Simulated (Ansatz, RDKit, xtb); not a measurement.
# Isomers of B4N3H7O, a sample narrowed down

A sample of isomers of B4N3H7O is drawn. Aim: find which of them has the lowest free energy at 298.15 K, then its properties. The sample is small against all isomers, and the most stable one of this formula need not be in it.

The funnel: GFN2-xTB relaxations, single points with a density functional, relaxations at PBE-D3(BJ)/def2-SVP, harmonic vibrations (at GFN2-xTB), and a last energy at a higher level. All values are calculated.

## Step 1: Possible bonding patterns

Isomers were taken from a list of plausible structures; this is a sample, not all of them. That gives 6 candidates.

```
label        SMILES     spin
 c091  BB1NBNB(O)N1  singlet
 c150  BB1NBN(O)BN1  singlet
 c256    BN1BNBNB1O  singlet
 c354  BN1BNBN(O)B1  singlet
 c631    BB1NBNBN1O  singlet
 c871  BN1BNB(O)NB1  singlet
```

Candidates are built by distance geometry, with a force field where one applies, in up to four conformers (letters a to d).

**Question.** With final energies at CCSD(T)/def2-SVP + MP2/def2-TZVPP - MP2/def2-SVP, which structure will this search put lowest in free energy, and by what margin?

| quantity | value |
| --- | --- |
| lowest structure found | BN1BNBNB1O, singlet |
| next finalist | BN1BNB(O)NB1, singlet, 1.9 kcal/mol higher in G |
| share at equilibrium, among the finalists | 96.0 % |

The lowest structure found is `BN1BNBNB1O`. The margin, 1.9 kcal/mol, is modest. GFN2-xTB, HF/STO-3G, r2SCAN-D4/def2-SVP, PBE-D3(BJ)/def2-SVP, HF/def2-SVP and MP2/def2-SVP already put its bonding pattern lowest among the structures in one piece. The search is not exhaustive (a finite list of starts, one conformer a finalist), so a lower isomer can't be ruled out. Only 6 drawn patterns were tried, so whole families of isomers are missing, and the result ranks this sample alone.
